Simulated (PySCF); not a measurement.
# C₃H₆N₂Si: electronic excitations and core binding energies

Aim: predict the electronic excitations and core binding energies of C₃H₆N₂Si (`C=NC[SiH2]C#N`).

Computed with PySCF 2.14.0, with density-fitted response routines of our own, on a single molecule in the gas phase. Atoms are numbered from 0 throughout.

### 1 Starting geometry

12 atoms, charge 0, multiplicity 1; geometry from: GFN2-xTB.

Bonds of the start (Å): C0–N1 1.25, N1–C2 1.42, C2–Si3 1.92, Si3–C4 1.87, C4–N5 1.15, C0–H6 1.10, C0–H7 1.08, C2–H8 1.10, C2–H9 1.09, Si3–H10 1.47, Si3–H11 1.46.

### 2 TDDFT and polarisability: CAM-B3LYP/def2-SVPD

Job settings and geometry (Å):

```
{"job": {"kind": "uv", "xc": "CAM-B3LYP", "basis": "def2-SVPD", "nstates": 8, "ntriplets": 3}, "charge": 0, "multiplicity": 1}
C      2.272421    -0.689631     0.182472
N      1.401813    -0.035688     0.800909
C      0.353973     0.624883     0.104149
Si    -1.274946    -0.285502     0.539571
C     -2.628744     0.676462    -0.320248
N     -3.460251     1.259429    -0.850307
H      2.319062    -0.776758    -0.909705
H      3.034974    -1.199721     0.751579
H      0.513056     0.662793    -0.985846
H      0.297738     1.648742     0.481710
H     -1.287902    -1.635117    -0.030541
H     -1.539997    -0.250576     1.974950
```

Method: TDDFT CAM-B3LYP/def2-SVPD, vertical, gas phase, core orbitals frozen in the response.

On the command line:

```
> OMP_NUM_THREADS=1 python probes_run.py task.json out
```

This one command runs all jobs of the session in turn.

**Question.** This job is followed by: delta-SCF UKS SCAN, pcX-2 on the ionised atom, pcseg-1 elsewhere, spin-free X2C. What will the session give for the following? lowest singlet (CAM-B3LYP/def2-SVPD); brightest single state of those computed; lowest triplet; C1s binding energies, SCAN/pcX-2; N1s binding energies, SCAN/pcX-2; Si1s binding energies, SCAN/pcX-2; Si2p binding energies, SCAN/pcX-2.

As calculated:

| quantity | value |
| --- | --- |
| lowest singlet (CAM-B3LYP/def2-SVPD) | 4.91 eV (252 nm), f = 0.002 |
| brightest single state of those computed | state 3, 7.08 eV, f = 0.312 |
| lowest triplet | 4.12 eV |
| C1s binding energies, SCAN/pcX-2 | C0 291.80, C4 291.71, C2 291.52 eV |
| N1s binding energies, SCAN/pcX-2 | N1 405.42, N5 405.16 eV |
| Si1s binding energies, SCAN/pcX-2 | Si3 1847.63 eV |
| Si2p binding energies, SCAN/pcX-2 | Si3 108.06 eV |

**Reading.** The lowest singlet, at 4.91 eV, is HOMO→LUMO 0.81, HOMO→LUMO+1 0.13 and is weak; of the 8 states computed, the strongest absorption comes from state 3 at 7.08 eV. The lowest triplet lies 0.80 eV below the lowest singlet (triplets in Tamm-Dancoff, singlets in full TDDFT). The C1s levels kept as sound span 0.27 eV, from C2 (sp3 CH2 bonded to N and Si) up to C0 (C=N carbon). The N1s levels kept as sound span 0.26 eV, from N5 (nitrile nitrogen) up to N1 (imine nitrogen).
